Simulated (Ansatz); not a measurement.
Crystal: HfIn4SiO6.

```
CELL_PARAMETERS angstrom
2.71585 -4.70357 0.00833
2.71585 4.70357 0.00833
-1.87915 0.00000 7.40127
ATOMIC_POSITIONS crystal
Hf 0.78835 0.21165 0.00000
In 0.62175 0.37825 0.50000
In 0.45502 0.54498 0.00000
In 0.28407 0.71593 0.50000
In 0.95814 0.04186 0.50000
Si 0.12168 0.87832 0.00000
O 0.06219 0.11415 0.86666
O 0.88585 0.93781 0.13334
O 0.79490 0.53784 0.86663
O 0.46216 0.20510 0.13337
O 0.15352 0.62879 0.13333
O 0.37121 0.84648 0.86667
```

The cell was built by a generator and needn't be a form met in nature.

Base run:

| Quantity | Value |
| --- | --- |
| Program | Ansatz 0.2.0 |
| Functional | PBE |
| Potentials or basis | all-electron LAPW, scalar-relativistic |
| Cutoff | 375 eV |
| Density cutoff | 1498 eV |
| Basis error allowed | 0.002 eV/atom |
| k mesh | 4 × 4 × 3 |
| Occupations | fermi-dirac, width 0.05 eV |
| Spin | no spin polarisation |
| Hubbard terms | Hf d U = 6 eV |

Its results: band gap on the k mesh none (metal or under the smearing width); pressure 1.2 GPa; largest force 0.310 eV/Å.

Problem. The run is repeated on the same cell with these changes: hubbard terms from Hf d U = 6 eV to none. What comes out?

Solution. Band gap on the k mesh none (metal or under the smearing width); pressure -0.3 GPa; largest force 0.083 eV/Å.

Caveats: the k mesh is thin for a metal, which can move the energy by tens of meV per atom; U is the effective U less J, on atomic orbitals that reach past the spheres (some runs); U without spin polarisation on a metal has little footing (some runs).

Not every run made on this cell is shown here.
